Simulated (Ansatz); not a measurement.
CH4Cl2Si, SMILES [SiH3]C(Cl)Cl, a rigid scan of one bond length

Computed with Ansatz's Python interface.

Run as a notebook:

In [1]:
```python
import ansatz
import numpy as np

geometry_ang = [
    ('Si', [-0.1277, 0.8317, -0.1749]),
    ('C', [0.0156, -0.917, 0.1795]),
    ('Cl', [0.8236, -1.1267, 1.7217]),
    ('Cl', [1.0221, -1.6921, -1.1197]),
    ('H', [-0.9051, 1.0831, -1.4843]),
    ('H', [-0.9821, 1.5755, 0.8618]),
    ('H', [1.1512, 1.5971, -0.2857]),
    ('H', [-0.9054, -1.4086, 0.2458]),
]
mol = ansatz.Crystal.molecule()
for symbol, xyz in geometry_ang:
    mol = mol.atom(symbol, xyz)

symbols = [site.symbol for site in mol.cartesian_sites]
start = np.array([site.position_ang for site in mol.cartesian_sites])
axis = (start[1] - start[0]) / np.linalg.norm(start[1] - start[0])
moving = [1, 2, 3, 7]
lengths, energies = [1.575, 1.647, 1.718, 1.79, 1.862, 1.933, 2.005, 2.112], []
for length in lengths:
    xyz = start.copy()
    xyz[moving] += (length - np.linalg.norm(start[1] - start[0])) * axis
    point = ansatz.Crystal.molecule()
    for symbol, place in zip(symbols, xyz):
        point = point.atom(symbol, place.tolist())
    setup = point.calculation()
    setup = setup.basis(gaussian='def2-SVP')
    setup = setup.functional('pbe', dispersion='d3bj')
    r = setup.run().report
    energies.append(r['free_energy_ev'])
    print(f'r = {length:6.3f} A  E = {energies[-1]:.5f} eV  <S^2> = {abs(r["mean_field"]["state"]["spin_squared"]):.3f}')
```
```text
r =  1.575 A  E = -33996.02126 eV  <S^2> = 0.000
r =  1.647 A  E = -33996.75345 eV  <S^2> = 0.000
r =  1.718 A  E = -33997.21262 eV  <S^2> = 0.000
r =  1.790 A  E = -33997.48076 eV  <S^2> = 0.000
r =  1.862 A  E = -33997.60267 eV  <S^2> = 0.000
r =  1.933 A  E = -33997.61829 eV  <S^2> = 0.000
r =  2.005 A  E = -33997.55761 eV  <S^2> = 0.000
r =  2.112 A  E = -33997.37155 eV  <S^2> = 0.000
```

In [2]:
```python
# quartic fit about the minimum
fit = np.polynomial.Polynomial.fit(lengths, np.array(energies) - min(energies), 4).convert()
roots = [r.real for r in fit.deriv().roots() if abs(r.imag) < 1e-9 and fit.deriv(2)(r.real) > 0]
r_e = min(roots, key=lambda r: abs(r - lengths[int(np.argmin(energies))]))
print(f'minimum of the fit at {r_e:.4f} A, force constant {fit.deriv(2)(r_e):.2f} eV/A^2')
```
```text
minimum of the fit at 1.9096 A, force constant 16.01 eV/A^2
```

Notes:
- These settings explore the input space; basis and method may be short of convergence.
- The rest of the molecule is held rigid at a force-field or estimated start geometry, and the basis set is modest; single-reference methods fail as a bond breaks.
- The orbitals are restricted, so S² is zero by construction.
- Toward dissociation an unrestricted state can lie under the restricted one, by tenths of an eV for polar bonds under a functional and by 1 to 2 eV or more for others.
- It ran for 12 s on 1 thread of AMD EPYC 7B13 (Zen 3) (shared host), peak memory 0.2 GiB.

(Lines on the test bed's own set-up are left out of the output.)
